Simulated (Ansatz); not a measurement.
# CaZn: the cost of one run

Computed with Ansatz 0.2.0 (DFT r2SCAN, scalar-relativistic, plane waves, PAW, unless a step's input says otherwise).

## Step 1: The structure to begin with

The structure is cubic, space group Pm-3m (No. 221). Conventional cell: a = 3.649 Å, b = 3.649 Å, c = 3.649 Å, α = 90.00°, β = 90.00°, γ = 90.00°. Ca (site symmetry m-3m) is surrounded by 8 Zn at 3.16 Å. Zn (site symmetry m-3m) is surrounded by 8 Ca at 3.16 Å.

Coordinates:

```cif
data_structure
_symmetry_space_group_name_H-M 'P 1'
_symmetry_Int_Tables_number 1
_cell_length_a 3.6487
_cell_length_b 3.6487
_cell_length_c 3.6487
_cell_angle_alpha 90.000
_cell_angle_beta 90.000
_cell_angle_gamma 90.000
_cell_volume 48.57
loop_
_atom_site_label
_atom_site_type_symbol
_atom_site_fract_x
_atom_site_fract_y
_atom_site_fract_z
_atom_site_occupancy
Ca1 Ca 0.00000 0.00000 0.00000 1
Zn1 Zn 0.50000 0.50000 0.50000 1
```

Source of the structure: the Materials Project (structure only).

## Step 2: Probe: one point at the start

input.yaml reads:

```yaml
crystal:
  lattice:
    - [3.64868372, 0.0, 0.0]
    - [0.0, 3.64868372, 0.0]
    - [0.0, 0.0, 3.64868372]
  atoms:
    - { symbol: Ca, position: [0.0, 0.0, 0.0] }
    - { symbol: Zn, position: [0.5, 0.5, 0.5] }
basis:
  ecutwfc: 500
kpoints:
  mp_grid: { grid: [6, 6, 6] }
hamiltonian:
  xc: r2scan
scf:
  occupations: { method: gaussian, width: 0.1 }
output:
  forces: true
  stress: true
  eigenvalues: true
```

Started as:

```sh
ansatz run input.yaml --threads 1 --pin off --max-ram 1228MiB --backend cpu --events-out ev --progress --plain --runs-dir out
```

**Question.** How long does this run take on 1 thread of an x86-64 CPU, shared host, and how much memory does it need?

About 1.6 s, with a peak of 0.39 GiB.
